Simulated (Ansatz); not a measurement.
## CH3FOSSi, SMILES OC1(F)[SiH2]S1: a rigid torsion scan

Computed with the Python package of Ansatz (0.2.0).

`torsion.py`
```python
# -*- coding: utf-8 -*-
'''Energy of CH3FOSSi as one group turns about a bond.'''

import warnings

import ansatz as az
from ase import Atoms

warnings.simplefilter('ignore', az.DeckWarning)

atoms = Atoms(['O', 'C', 'F', 'Si', 'S', 'H', 'H', 'H'], positions=[
    [0.2096, 0.5966, 1.5952],
    [0.486, 0.2721, 0.2325],
    [1.8276, 0.2123, -0.0134],
    [-0.4487, -1.0025, -0.586],
    [-0.3918, 1.1332, -0.9509],
    [0.3503, 1.6049, 1.6941],
    [-0.0462, -1.6394, -1.8501],
    [-1.8947, -1.2344, -0.1773],
])

# start the scan from a relaxed geometry
first = (
    az.Crystal.molecule_from_ase(atoms).calculation()
    .basis(gaussian='cc-pVDZ')
    .functional('pbe')
    .relax(force_tolerance=0.02, max_steps=80)
)
atoms.positions = first.run().report['positions_ang']

start = atoms.get_dihedral(2, 1, 0, 5)
energies = {}
for turn in range(0, 360, 40):
    turned = atoms.copy()
    turned.set_dihedral(2, 1, 0, 5, start + turn, indices=[0, 5])
    calc = (
        az.Crystal.molecule_from_ase(turned).calculation()
        .basis(gaussian='cc-pVDZ')  # atom-centred Gaussian functions
        .functional('pbe')
    )
    energies[round((start + turn) % 360)] = calc.run().report['free_energy_ev']
floor = min(energies.values())
print('dihedral F2-C1-O0-H5 (deg)   E - E(min) (kcal/mol)')
for angle, e in sorted(energies.items()):
    print(f'{angle:8d} {23.060548 * (e - floor):14.3f}  ' + '#' * int(30 * (e - floor) / max(max(energies.values()) - floor, 1e-9)))
```

```console
$ python torsion.py
dihedral F2-C1-O0-H5 (deg)   E - E(min) (kcal/mol)
      20          1.833  ###########
      60          0.000
     100          1.654  ##########
     140          3.613  #######################
     180          4.502  ############################
     220          4.708  ##############################
     260          4.183  ##########################
     300          4.160  ##########################
     340          4.237  ###########################
```

Caveats:
- The settings weren't tested for convergence.
- The scan is rigid and the energies are electronic, in a modest basis. With rigid groups the curve can differ much from the relaxed path, the start wasn't checked as a minimum of this torsion, and equivalent turns needn't return to the same energy.
- Timing: 53 s on 1 thread of Intel(R) Xeon(R) Platinum 8259CL CPU @ 2.50GHz (Skylake/Cascade Lake), on a shared host, peak memory 0.26 GiB.

(A comment or docstring line of the script was reworded after the run, the code is as it ran; lines on the test bed's own set-up are left out of the output.)
